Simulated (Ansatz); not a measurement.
# GaBrCl2: one species, many methods

Aim: compute GaBrCl2 with functionals from several rungs and with coupled cluster, and see how far each lands from CCSD(T) at the basis-set limit for the atomisation energy.

Program: Ansatz 0.2.0, Gaussian basis. Level of theory: functionals in def2-TZVPP, the program's frozen cores in correlated methods. These are calculated values, not measurements.

The runs, in order: LDA (SPW92), PBE-D4, revPBE-D4, BLYP-D4, r2SCAN-D4, B97M-V, PBE0-D4, B3LYP-D4, r2SCANh-D4, r2SCAN0-D4, HSE06-D4, BHLYP-D4, CAM-B3LYP-D4, LC-ωPBE, ωB97X-V, ωB97M-V, B2PLYP, PBE-QIDH; CCSD(T)/def2-SVP; CCSD(T)/def2-TZVPP; MP2/def2-QZVPP; extrapolation to the limit; RPA on PBE.

## (1) The geometry

The geometry comes from an earlier relaxation with PBE0-D4 in a triple-zeta def2 set; it is a stationary point.

SMILES `[Cl][Ga]([Cl])[Br]`, 4 atoms, charge 0, spin multiplicity 1.

Atoms are counted from 1 here; the program's logs count them from 0.

Bond lengths: Cl1–Ga2 2.115 Å, Ga2–Cl3 2.115 Å, Ga2–Br4 2.255 Å. Angles: Cl1–Ga2–Cl3 119.2°, Cl1–Ga2–Br4 120.4°, Cl3–Ga2–Br4 120.4°.

## (2) LDA

This LDA is Slater exchange with PW92 correlation.

in.yaml reads:

```yaml
crystal:
  periodic: [false, false, false]
  atoms:
    - {symbol: Cl, position_ang: [1.295438, 0.319715, 1.662103]}
    - {symbol: Ga, position_ang: [0.025188, -0.037123, 0.009612]}
    - {symbol: Cl, position_ang: [-0.400590, -2.030279, -0.553967]}
    - {symbol: Br, position_ang: [-0.864636, 1.687387, -1.138048]}
basis:
  gaussian: {orbitals: def2-TZVPP}
hamiltonian: {xc: lda}
output: {orbitals: {seedname: orbitals}}
```

Further steps of the session: PBE-D4 (GGA); revPBE-D4 (GGA); BLYP-D4 (GGA); r2SCAN-D4 (meta-GGA); B97M-V (meta-GGA); PBE0-D4 (hybrid); B3LYP-D4 (hybrid); r2SCANh-D4 (hybrid); r2SCAN0-D4 (hybrid); HSE06-D4 (hybrid); BHLYP-D4 (hybrid); CAM-B3LYP-D4 (range-separated); LC-ωPBE-D4 (range-separated); ωB97X-V (range-separated); ωB97M-V (range-separated); B2PLYP (double hybrid); PBE-QIDH (double hybrid); CCSD(T) in def2-SVP; CCSD(T) in def2-TZVPP; MP2 in def2-QZVPP; RPA on PBE orbitals.

**Question.** What will the summary of the whole plan be? Wanted: atomisation energy, CCSD(T)/CBS; farthest beyond LDA; mean size of error, GGA; mean size of error, meta-GGA; mean size of error, hybrid; mean size of error, range-separated; mean size of error, double hybrid; gap, smallest and largest; T1 diagnostic.

**Answer**, as computed:

```
                               quantity                                                               value
        atomisation energy, CCSD(T)/CBS                                                      255.4 kcal/mol
functionals within 2.6 kcal/mol (1.0 %)  PBE-D4, B97M-V, PBE0-D4, r2SCANh-D4, r2SCAN0-D4, HSE06-D4, ωB97X-V
                    farthest beyond LDA                                            BLYP-D4 (-16.4 kcal/mol)
                mean size of error, GGA                                                        8.7 kcal/mol
           mean size of error, meta-GGA                                                        2.5 kcal/mol
             mean size of error, hybrid                                                        5.6 kcal/mol
    mean size of error, range-separated                                                        5.7 kcal/mol
      mean size of error, double hybrid                                                        6.8 kcal/mol
              gap, smallest and largest                           4.56 eV (LDA (SPW92)), 11.99 eV (LC-ωPBE)
                          T1 diagnostic                                                              0.0098
triples share of the correlation energy                                                               4.0 %
```

The LDA atomisation energy is off by 36.7 kcal/mol (14 %): it overbinds. PBE-D4 is off by +0.4 kcal/mol. Double hybrids carry the basis error of their MP2 part in triple zeta, and no dispersion term here, so their miss is partly the set-up's. By mean error the best rung here is meta-GGA (2.5 kcal/mol) and the worst beyond LDA is GGA (8.7 kcal/mol). RPA and LDA stand outside this count. The reference freezes the cores and leaves out relativity and excitations past (T), and its outer-core shells are covered unevenly, so misses under about 2.6 kcal/mol can't be ranked. All levels share the lack of spin-orbit coupling, which lowers the free heavy atoms and so the true binding. Hartree-Fock recovers 74 % of the binding; the rest is correlation. CCSD(T) in def2-SVP is off by -19.1 kcal/mol, worse than the median functional, from the basis alone. The gap grows from 4.6 to 12.0 eV across the functionals, mostly with the share of exact exchange. Correlated methods include outer-core shells of Br, Ga, which these sets cover unevenly.
